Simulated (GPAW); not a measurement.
Runs of GPAW 26.7.0 on AlFe3B. Symmetry: Pm-3m, No. 221, cubic system. The conventional cell has a = 3.822 Å, b = 3.822 Å, c = 3.822 Å, α = 90.00°, β = 90.00°, γ = 90.00°. Around Fe (site symmetry 4/mmm) lie 2 B at 1.91 Å. Al (site symmetry m-3m) has 12 Fe at 2.70 Å as nearest neighbours. B (site symmetry m-3m) has 6 Fe at 1.91 Å as nearest neighbours. The cell comes from a database or a generator and needn't be the stable form of this composition.

```csv
level,U,pressure (GPa),moment (μB)
PBEsol+U,Fe d U = 1 eV,-1.6,5.05
PBEsol+U,Fe d U = 3 eV,9.0,(a)
PBEsol+U,Fe d U = 4 eV,17.9,7.59
PBEsol+U,Fe d U = 2 eV,5.4,(c)
PBEsol,-,(b),4.12
PBEsol+U,Fe d U = 6 eV,30.8,8.58
PBEsol+U,Fe d U = 8 eV,42.1,9.26
```

Alike in all rows: task band structure; potentials or basis PAW data sets generated in the run's folder for this functional, pw; spin collinear, ferromagnetic start; cell as given; k mesh 7 × 7 × 7; cutoff (eV) 800; smearing fermi-dirac 0.05 eV.

Question: Fill in the values left out.

Answer: (a) 6.72; (b) -5.6; (c) 6.32.

Caveats: the U is typed as a test and isn't derived for this compound (some runs); a pressure of tens of GPa on the cell as given is suspect, and the run, the potentials or the cell itself is likely at fault (some runs).
